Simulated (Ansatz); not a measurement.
# CH6OSiSn: basis-set convergence

An exercise on one series of results from a longer session: the logs are not shown, and one member is left open.

Method: one geometry, several basis sets; program: Ansatz 0.2.0, Gaussian basis.

The runs, in order: PBE0-D4/def2-SVP; ωB97M-V/def2-SVP; PBE0-D4/def2-QZVPP; ωB97M-V/def2-QZVPP; the functionals' def2-TZVPP values are taken from earlier runs.

**Structure used throughout**

All runs share one geometry, relaxed beforehand with PBE0-D4 in a triple-zeta def2 set. Sn takes the def2 core potential; no spin-orbit term is included.

SMILES `[SnH3][SiH]1CO1`, 10 atoms, charge 0, spin multiplicity 1.

Atoms are counted from 1 here; the program's logs count them from 0.

Bond lengths: Sn1–Si2 2.553 Å, Sn1–H5 1.706 Å, Sn1–H6 1.707 Å, Sn1–H7 1.704 Å, Si2–C3 1.815 Å, Si2–O4 1.675 Å, Si2–H8 1.486 Å, C3–O4 1.462 Å, C3–H9 1.088 Å, C3–H10 1.088 Å. Angles: Si2–Sn1–H5 110.9°, Si2–Sn1–H6 110.2°, Si2–Sn1–H7 109.0°, H5–Sn1–H6 108.4°, H5–Sn1–H7 109.2°, H6–Sn1–H7 109.1°, Sn1–Si2–C3 121.9°, Sn1–Si2–O4 116.0°, Sn1–Si2–H8 117.1°, C3–Si2–O4 49.3°, C3–Si2–H8 118.8°, O4–Si2–H8 114.9°, Si2–C3–O4 60.3°, Si2–C3–H9 121.1°, Si2–C3–H10 121.9°, O4–C3–H9 113.1°, O4–C3–H10 113.4°, H9–C3–H10 113.9° and more.

Coordinates:

```
Sn   -1.22024    1.11245   -0.95088
Si   -0.11765   -0.83171    0.28339
C     1.51688   -0.67208    1.05643
O     1.39824   -1.28410   -0.26564
H    -1.80137    0.61470   -2.47539
H    -2.53544    1.71608   -0.04510
H    -0.07447    2.35541   -1.16579
H    -0.99642   -1.95771    0.69332
H     1.84648   -1.37103    1.82302
H     2.06708    0.26679    1.04954
```

The first run:

in.yaml

```yaml
crystal:
  periodic: [false, false, false]
  atoms:
    - {symbol: Sn, position_ang: [-1.220239, 1.112447, -0.950879]}
    - {symbol: Si, position_ang: [-0.117648, -0.831706, 0.283387]}
    - {symbol: C, position_ang: [1.516879, -0.672083, 1.056430]}
    - {symbol: O, position_ang: [1.398245, -1.284098, -0.265638]}
    - {symbol: H, position_ang: [-1.801365, 0.614703, -2.475385]}
    - {symbol: H, position_ang: [-2.535438, 1.716077, -0.045102]}
    - {symbol: H, position_ang: [-0.074475, 2.355407, -1.165791]}
    - {symbol: H, position_ang: [-0.996419, -1.957706, 0.693320]}
    - {symbol: H, position_ang: [1.846480, -1.371028, 1.823019]}
    - {symbol: H, position_ang: [2.067081, 0.266786, 1.049540]}
basis:
  gaussian: {orbitals: def2-SVP}
hamiltonian: {xc: pbe0, dispersion: d4}
output: {orbitals: {seedname: orbitals}}
```

Among the steps run: PBE0-D4 in def2-SVP; ωB97M-V in def2-SVP; PBE0-D4 in def2-QZVPP; ωB97M-V in def2-QZVPP.

One of the session's tables, all rows but one given; the rest of the session is left out.

It belongs to the step «Functionals by basis». 

| functional | basis | HOMO (eV) |
| --- | --- | --- |
| PBE0-D4 | def2-SVP | -7.45 |
| PBE0-D4 | def2-TZVPP | -7.50 |
| PBE0-D4 | def2-QZVPP | ? |
| ωB97M-V | def2-SVP | -9.57 |
| ωB97M-V | def2-TZVPP | -9.64 |
| ωB97M-V | def2-QZVPP | -9.66 |

Estimate the missing values for PBE0-D4, def2-QZVPP.

The run gave: HOMO (eV): -7.52. In the column «HOMO (eV)» it lies between ωB97M-V, def2-SVP (-9.57) and PBE0-D4, def2-TZVPP (-7.50).
